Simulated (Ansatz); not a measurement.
Working through a scan of the Hubbard U of BaTiO3, space group P4mm

With the Ansatz DFT code, driven from Python.

Typed at the interpreter:
```pycon
>>> import warnings
>>> import ansatz
>>> import numpy as np
>>> def count_gap(report):
...     # lowest empty less highest filled band, counting bands; zero where they overlap
...     return max(report.get("gap_by_band_count_ev") or 0.0, 0.0)
...
>>> warnings.simplefilter("ignore", ansatz.DeckWarning)
>>> lattice = ansatz.Lattice.of(
...     (3.9998, 0.0, 0.0),
...     (0.0, 3.9998, 0.0),
...     (0.0, 0.0, 4.018),
... )
>>> sites = [
...     ("Ba", (0.0, 0.0, 0.0)),
...     ("Ti", (0.5, 0.5, 0.49)),
...     ("O", (0.5, 0.5, 0.019)),
...     ("O", (0.5, 0.0, 0.517)),
...     ("O", (0.0, 0.5, 0.517)),
... ]
>>> crystal = ansatz.Crystal(lattice=lattice)
>>> for symbol, position in sites:
...     crystal = crystal.atom(symbol, position)
...
>>> calc = (
...     crystal.calculation()
...     .functional("pbe")
...     .basis(510)
...     .kpoints(4, 4, 4)
...     .occupations("fixed")
...     .scf(tolerance=1e-10)
...     .band_table()
... )
>>> rows = []
>>> for u in [0.0, 2.0, 4.0, 6.0]:
...     r = calc.hubbard("Ti", "d", u_eff=u).run(threads=1, backend="cpu").report
...     shell = r["hubbard"]["n_scf"]
...     rows.append((u, count_gap(r), sum(shell) / len(shell), r["n_iterations"]))
...
>>> lines = [",".join(["U_eff eV", "gap by band count eV", "Ti d occupation (projector)", "iterations"])] + [",".join(f"{v:.4f}" if isinstance(v, float) else str(v) for v in row) for row in rows]
>>> print("\n".join(lines))
U_eff eV,gap by band count eV,Ti d occupation (projector),iterations
0.0000,1.8272,2.3661,12
2.0000,2.0404,2.2810,12
4.0000,2.2904,2.1909,11
6.0000,2.5870,2.0957,12
>>> with open("plus_u.csv", "w") as handle:
...     handle.write("\n".join(lines) + "\n")
...
165
>>> print("eigenvalues of the first occupation matrix at the last U, by spin:")
eigenvalues of the first occupation matrix at the last U, by spin:
>>> for channel in r["hubbard"]["n_eig"][0]:
...     print("  ", " ".join(f"{n:.3f}" for n in channel))
...
   0.154 0.162 0.162 0.284 0.287
```

From U = 0 to 6 eV the gap on the mesh goes from 1.83 eV to 2.59 eV.

What to keep in mind:
- Spin is left out of this run.
- Semilocal gaps usually lie well under measured ones.
- With fixed filling the reported Fermi level is the top filled level among the k-points of the SCF.
- Of the deposited cell: the entry's cell lengths or inner coordinates differ somewhat from later room-temperature determinations.
- The structure is a deposited one; some such entries were measured under pressure or heat, so a shift against it needn't be the functional's error alone.
- Gaps and levels are Kohn-Sham values on a finite set of k-points, without spin-orbit coupling.
- Shell occupations and the effect of U depend on the projectors; a run with no .spin step is spin-unpolarised, and each U may end in a state that isn't the lowest.
- Wall time of the script: 19 s on 1 thread of Arm Neoverse V2, with other jobs on the host, peak memory 0.41 GiB.
